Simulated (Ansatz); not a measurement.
# ClGeH3OSn: up Jacob's ladder to CCSD(T)

Aim: compute ClGeH3OSn with functionals from several rungs and with coupled cluster, and see how far each lands from CCSD(T) at the basis-set limit for the atomisation energy.

Program: Ansatz 0.2.0, Gaussian basis. Level of theory: functionals in def2-TZVPP, the program's frozen cores in correlated methods. These are calculated values, not measurements.

Plan: LDA (SPW92), PBE-D4, revPBE-D4, BLYP-D4, r2SCAN-D4, B97M-V, PBE0-D4, B3LYP-D4, r2SCANh-D4, r2SCAN0-D4, HSE06-D4, BHLYP-D4, CAM-B3LYP-D4, LC-ωPBE, ωB97X-V, ωB97M-V, B2PLYP, PBE-QIDH; CCSD(T)/def2-SVP; CCSD(T)/def2-TZVPP; MP2/def2-QZVPP; extrapolation to the limit; RPA on PBE.

**1. The geometry**

All runs share one geometry, relaxed beforehand with PBE0-D4 in a triple-zeta def2 set. Sn takes the def2 core potential; no spin-orbit term is included.

7 atoms, charge 0, spin multiplicity 1.

Atoms are counted from 1 here; the program's logs count them from 0.

Bond lengths: Cl1–Sn2 2.334 Å, Sn2–O3 2.065 Å, Sn2–Ge4 2.503 Å, Sn2–H5 1.702 Å, O3–Ge4 1.781 Å, Ge4–H6 1.535 Å, Ge4–H7 1.536 Å. Angles: Cl1–Sn2–O3 106.6°, Cl1–Sn2–Ge4 117.4°, Cl1–Sn2–H5 104.9°, O3–Sn2–Ge4 44.6°, O3–Sn2–H5 108.6°, Ge4–Sn2–H5 134.3°, Sn2–O3–Ge4 80.8°, Sn2–Ge4–O3 54.6°, Sn2–Ge4–H6 119.5°, Sn2–Ge4–H7 122.4°, O3–Ge4–H6 116.6°, O3–Ge4–H7 116.4°, H6–Ge4–H7 113.9°.

**2. LDA**

This LDA is Slater exchange with PW92 correlation.

Contents of in.yaml:

```yaml
crystal:
  periodic: [false, false, false]
  atoms:
    - {symbol: Cl, position_ang: [-2.641472, -1.168738, 0.679476]}
    - {symbol: Sn, position_ang: [-0.452705, -1.122694, -0.130998]}
    - {symbol: O, position_ang: [-0.201036, 0.712918, -1.043708]}
    - {symbol: Ge, position_ang: [0.904180, 0.927923, 0.335617]}
    - {symbol: H, position_ang: [-0.401617, -2.335019, -1.324362]}
    - {symbol: H, position_ang: [0.452368, 1.899574, 1.434767]}
    - {symbol: H, position_ang: [2.401482, 1.018035, 0.003408]}
basis:
  gaussian: {orbitals: def2-TZVPP}
hamiltonian: {xc: lda}
output: {orbitals: {seedname: orbitals}}
```

Further steps of the session: PBE-D4 (GGA); revPBE-D4 (GGA); BLYP-D4 (GGA); r2SCAN-D4 (meta-GGA); B97M-V (meta-GGA); PBE0-D4 (hybrid); B3LYP-D4 (hybrid); r2SCANh-D4 (hybrid); r2SCAN0-D4 (hybrid); HSE06-D4 (hybrid); BHLYP-D4 (hybrid); CAM-B3LYP-D4 (range-separated); LC-ωPBE (range-separated); ωB97X-V (range-separated); ωB97M-V (range-separated); B2PLYP (double hybrid); PBE-QIDH (double hybrid); CCSD(T) in def2-SVP; CCSD(T) in def2-TZVPP; MP2 in def2-QZVPP; RPA on PBE orbitals.

**Question.** What will the summary of the whole plan be? Wanted: atomisation energy, CCSD(T)/CBS; farthest beyond LDA; mean size of error, GGA; mean size of error, meta-GGA; mean size of error, hybrid; mean size of error, range-separated; mean size of error, double hybrid; gap, smallest and largest; T1 diagnostic.

**Answer**, as computed:

| quantity | value |
| --- | --- |
| atomisation energy, CCSD(T)/CBS | 1889.6 kJ/mol |
| functionals within 18.9 kJ/mol (1.0 %) | PBE-D4, r2SCAN-D4, ωB97X-V |
| farthest beyond LDA | BHLYP-D4 (-139.7 kJ/mol) |
| mean size of error, GGA | 40.0 kJ/mol |
| mean size of error, meta-GGA | 18.4 kJ/mol |
| mean size of error, hybrid | 73.7 kJ/mol |
| mean size of error, range-separated | 48.7 kJ/mol |
| mean size of error, double hybrid | 68.3 kJ/mol |
| gap, smallest and largest | 2.77 eV (BLYP-D4), 8.98 eV (LC-ωPBE) |
| T1 diagnostic | 0.0155 |
| triples share of the correlation energy | 3.9 % |

In words: The LDA atomisation energy is off by 310.1 kJ/mol (16 %): it overbinds. PBE-D4 misses by -1.7 kJ/mol. Double hybrids carry the basis error of their MP2 part in triple zeta, and no dispersion term here, so their miss is partly the set-up's. Taken by rung, meta-GGA functionals do best (18.4 kJ/mol on average) and hybrid ones worst beyond LDA (73.7 kJ/mol). The mean of the hybrids holds BHLYP, with half exact exchange. Misses under about 18.9 kJ/mol are within the doubt on the reference itself, which lacks core-valence correlation, spin-orbit coupling and higher excitations, and its outer-core shells are covered unevenly. All levels share the lack of spin-orbit coupling, which lowers the free heavy atoms and so the true binding. Hartree-Fock recovers 62 % of the binding; the rest is correlation. CCSD(T) in def2-SVP is off by -224.2 kJ/mol, worse than the median functional, from the basis alone. The gap grows from 2.8 to 9.0 eV across the functionals, mostly with the share of exact exchange. Correlated methods include outer-core shells of Ge, Sn, which these sets cover unevenly.
